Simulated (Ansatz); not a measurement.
# BH2O2Se radical: one species, many methods

An exercise on one series of results from a longer session: the logs are not shown, and one member is left open.

Method: functionals in def2-TZVPP, the program's frozen cores in correlated methods; program: Ansatz 0.2.0, Gaussian basis.

The runs, in order: LDA (SPW92), PBE-D4, revPBE-D4, BLYP-D4, r2SCAN-D4, B97M-V, PBE0-D4, B3LYP-D4, r2SCANh-D4, r2SCAN0-D4, HSE06-D4, BHLYP-D4, CAM-B3LYP-D4, LC-ωPBE, ωB97X-V, ωB97M-V, B2PLYP, PBE-QIDH; CCSD(T)/def2-SVP; CCSD(T)/def2-TZVPP; MP2/def2-QZVPP; extrapolation to the limit; RPA on PBE.

### The relaxed structure

All runs share one geometry, relaxed beforehand with PBE0-D4 in a triple-zeta def2 set.

6 atoms, charge 0, spin multiplicity 2.

Atoms are counted from 1 here; the program's logs count them from 0.

Bond lengths: O1–B2 1.363 Å, O1–H5 0.959 Å, B2–O3 1.354 Å, B2–Se4 1.966 Å, O3–H6 0.963 Å. Angles: B2–O1–H5 115.3°, O1–B2–O3 120.0°, O1–B2–Se4 122.4°, O3–B2–Se4 117.6°, B2–O3–H6 112.3°.

Set-up of the first run:

Contents of in.yaml:

```yaml
crystal:
  periodic: [false, false, false]
  atoms:
    - {symbol: O, position_ang: [0.461882, 0.903587, -0.530643]}
    - {symbol: B, position_ang: [-0.168440, -0.172086, 0.019935]}
    - {symbol: O, position_ang: [0.414799, -0.851906, 1.034879]}
    - {symbol: Se, position_ang: [-1.924376, -0.797116, -0.604474]}
    - {symbol: H, position_ang: [-0.011008, 1.334831, -1.244364]}
    - {symbol: H, position_ang: [1.269341, -0.481411, 1.278368]}
basis:
  gaussian: {orbitals: def2-TZVPP}
magnetization: {spin_polarized: true, initial_magnetization: 1}
hamiltonian: {xc: lda}
output: {orbitals: {seedname: orbitals}}
```

Among the steps run: LDA; PBE-D4 (GGA); revPBE-D4 (GGA); BLYP-D4 (GGA); r2SCAN-D4 (meta-GGA); B97M-V (meta-GGA); PBE0-D4 (hybrid); B3LYP-D4 (hybrid); r2SCANh-D4 (hybrid); r2SCAN0-D4 (hybrid); HSE06-D4 (hybrid); BHLYP-D4 (hybrid); CAM-B3LYP-D4 (range-separated); LC-ωPBE-D4 (range-separated; the results give it without D4); ωB97X-V (range-separated); ωB97M-V (range-separated); B2PLYP (double hybrid); PBE-QIDH (double hybrid).

One of the session's tables, all rows but one given; the rest of the session is left out.

It belongs to the step «Orbital energies across the functionals». 

| functional | HOMO (eV) | LUMO (eV) | gap (eV) |
| --- | --- | --- | --- |
| LDA (SPW92) | -5.96 | -5.84 | 0.12 |
| PBE-D4 | ? | ? | ? |
| revPBE-D4 | -5.75 | -5.20 | 0.54 |
| BLYP-D4 | -5.66 | -5.36 | 0.30 |
| r2SCAN-D4 | -6.10 | -5.03 | 1.07 |
| B97M-V | -6.12 | -5.14 | 0.98 |
| PBE0-D4 | -6.98 | -4.27 | 2.71 |
| B3LYP-D4 | -6.76 | -4.68 | 2.08 |
| r2SCANh-D4 | -6.53 | -4.63 | 1.90 |
| r2SCAN0-D4 | -7.18 | -4.03 | 3.14 |
| HSE06-D4 | -6.58 | -4.65 | 1.93 |
| BHLYP-D4 | -8.01 | -3.24 | 4.77 |
| CAM-B3LYP-D4 | -8.30 | -3.20 | 5.09 |
| LC-ωPBE | -9.66 | -1.69 | 7.97 |
| ωB97X-V | -9.32 | -2.18 | 7.13 |
| ωB97M-V | -9.12 | -2.21 | 6.91 |

Estimate the missing values for PBE-D4.

The run gave: HOMO (eV): -5.80; LUMO (eV): -5.36; gap (eV): 0.44. In the column «HOMO (eV)» it lies between LDA (SPW92) (-5.96) and revPBE-D4 (-5.75).
